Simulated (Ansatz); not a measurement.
# BBrClH3Si: up Jacob's ladder to CCSD(T)

The task here is to estimate one member of a computed series from the others.

The runs use Ansatz 0.2.0, Gaussian basis; functionals in def2-TZVPP, the program's frozen cores in correlated methods.

Plan: LDA (SPW92), PBE-D4, revPBE-D4, BLYP-D4, r2SCAN-D4, B97M-V, PBE0-D4, B3LYP-D4, r2SCANh-D4, r2SCAN0-D4, HSE06-D4, BHLYP-D4, CAM-B3LYP-D4, LC-ωPBE, ωB97X-V, ωB97M-V, B2PLYP, PBE-QIDH; CCSD(T)/def2-SVP; CCSD(T)/def2-TZVPP; MP2/def2-QZVPP; extrapolation to the limit; RPA on PBE.

### Structure used throughout

An earlier PBE0-D4 in a triple-zeta def2 set relaxation fixed the geometry.

SMILES `B[SiH](Cl)Br`, 7 atoms, charge 0, spin multiplicity 1.

Atoms are counted from 1 here; the program's logs count them from 0.

Bond lengths: B1–Si2 1.948 Å, B1–H5 1.192 Å, B1–H6 1.191 Å, Si2–Cl3 2.039 Å, Si2–Br4 2.291 Å, Si2–H7 1.477 Å. Angles: Si2–B1–H5 118.8°, Si2–B1–H6 118.8°, H5–B1–H6 122.4°, B1–Si2–Cl3 122.6°, B1–Si2–Br4 71.8°, B1–Si2–H7 126.9°, Cl3–Si2–Br4 111.2°, Cl3–Si2–H7 107.4°, Br4–Si2–H7 107.2°.

The first run:

Contents of in.yaml:

```yaml
crystal:
  periodic: [false, false, false]
  atoms:
    - {symbol: B, position_ang: [-0.371952, 1.042599, 0.287199]}
    - {symbol: Si, position_ang: [0.590964, -0.631199, 0.031438]}
    - {symbol: Cl, position_ang: [1.875714, -0.934430, -1.522350]}
    - {symbol: Br, position_ang: [-1.583660, -0.951074, -0.614880]}
    - {symbol: H, position_ang: [-0.917981, 1.236734, 1.328917]}
    - {symbol: H, position_ang: [-0.426117, 1.816701, -0.616425]}
    - {symbol: H, position_ang: [0.894132, -1.647333, 1.060301]}
basis:
  gaussian: {orbitals: def2-TZVPP}
hamiltonian: {xc: lda}
output: {orbitals: {seedname: orbitals}}
```

Launch:

```sh
$ ansatz run in.yaml --threads 2 --pin off --events-out ev --progress --plain --max-ram 4352MiB
```

Steps of the session up to this table: LDA; PBE-D4 (GGA); revPBE-D4 (GGA); BLYP-D4 (GGA); r2SCAN-D4 (meta-GGA); B97M-V (meta-GGA); PBE0-D4 (hybrid); B3LYP-D4 (hybrid); r2SCANh-D4 (hybrid); r2SCAN0-D4 (hybrid); HSE06-D4 (hybrid); BHLYP-D4 (hybrid); CAM-B3LYP-D4 (range-separated); LC-ωPBE (range-separated); ωB97X-V (range-separated); ωB97M-V (range-separated); B2PLYP (double hybrid); PBE-QIDH (double hybrid).

One table of the session follows, with a row left open; its other results are not shown here.

It belongs to the step «Frontier levels by functional». 

| functional | HOMO (eV) | LUMO (eV) | gap (eV) |
| --- | --- | --- | --- |
| LDA (SPW92) | -7.09 | -2.79 | 4.30 |
| PBE-D4 | -6.97 | -2.54 | 4.44 |
| revPBE-D4 | -6.93 | -2.43 | 4.49 |
| BLYP-D4 | -6.85 | -2.37 | 4.48 |
| r2SCAN-D4 | -7.25 | -2.24 | 5.00 |
| B97M-V | -7.32 | -2.29 | 5.03 |
| PBE0-D4 | -8.15 | -1.63 | 6.52 |
| B3LYP-D4 | -7.95 | -1.82 | 6.12 |
| r2SCANh-D4 | -7.68 | -1.93 | 5.75 |
| r2SCAN0-D4 | -8.32 | -1.46 | 6.85 |
| HSE06-D4 | -7.75 | -2.01 | 5.75 |
| BHLYP-D4 | -9.21 | -0.64 | 8.56 |
| CAM-B3LYP-D4 | ? | ? | ? |
| LC-ωPBE | -10.74 | 0.56 | 11.30 |
| ωB97X-V | -10.41 | 0.47 | 10.88 |
| ωB97M-V | -10.23 | 0.23 | 10.46 |

Q: Estimate the row for CAM-B3LYP-D4 from the others.

As computed: HOMO (eV): -9.44; LUMO (eV): -0.57; gap (eV): 8.88. In the column «HOMO (eV)» it lies between ωB97M-V (-10.23) and BHLYP-D4 (-9.21).
